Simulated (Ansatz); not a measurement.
# BP4: the cost of one run

Program: Ansatz 0.2.0. Level of theory: DFT PBE, scalar-relativistic, plane waves, PAW. These are calculated values, not measurements.

**1. The system as given**

It takes space group P4/mmm (No. 123, tetragonal). Conventional cell: a = 3.994 Å, b = 3.994 Å, c = 6.659 Å, α = 90.00°, β = 90.00°, γ = 90.00°. B (site symmetry 4/mmm) is surrounded by 4 P at 2.00 Å. P (site symmetry mmm) is surrounded by 2 B at 2.00 Å. Around P (site symmetry 4mm) lie 1 P at 2.39 Å.

Coordinates:

```xyz
5
Lattice="3.9938 0.0000 0.0000 0.0000 3.9938 0.0000 0.0000 0.0000 6.6592" Properties=species:S:1:pos:R:3 pbc="T T T"
B     1.9969    1.9969    0.0000
P     1.9969    0.0000    0.0000
P     0.0000    1.9969    0.0000
P     0.0000    0.0000    2.1325
P     0.0000    0.0000    4.5268
```

The cell is invented: random cell by space group and Wyckoff sites (P4/mmm, No. 123). Lengths come from tabulated atomic sizes and are only a guess.

**2. Probe: one point on a coarse mesh**

Input file input.yaml:

```yaml
crystal:
  lattice:
    - [3.99379631, 0.0, 0.0]
    - [0.0, 3.99379631, 0.0]
    - [0.0, 0.0, 6.65923025]
  atoms:
    - { symbol: B, position: [0.5, 0.5, 0.0] }
    - { symbol: P, position: [0.5, 0.0, 0.0] }
    - { symbol: P, position: [0.0, 0.5, 0.0] }
    - { symbol: P, position: [0.0, 0.0, 0.3202259] }
    - { symbol: P, position: [0.0, 0.0, 0.6797741] }
basis:
  ecutwfc: 420
kpoints:
  mp_grid: { grid: [4, 4, 4] }
hamiltonian:
  xc: pbe
scf:
  occupations: { method: gaussian, width: 0.1 }
  lower_state_search: "off"
output:
  forces: true
  stress: true
  eigenvalues: true
```

On the command line:

```console
$ ansatz run input.yaml --threads 1 --pin off --max-ram 2560MiB --backend cpu --events-out ev --progress --plain --runs-dir out
```

**Question.** How long does this run take on 1 thread of Arm Neoverse V2, shared host, and how much memory does it need?

About 2.2 s, with a peak of 0.32 GiB.
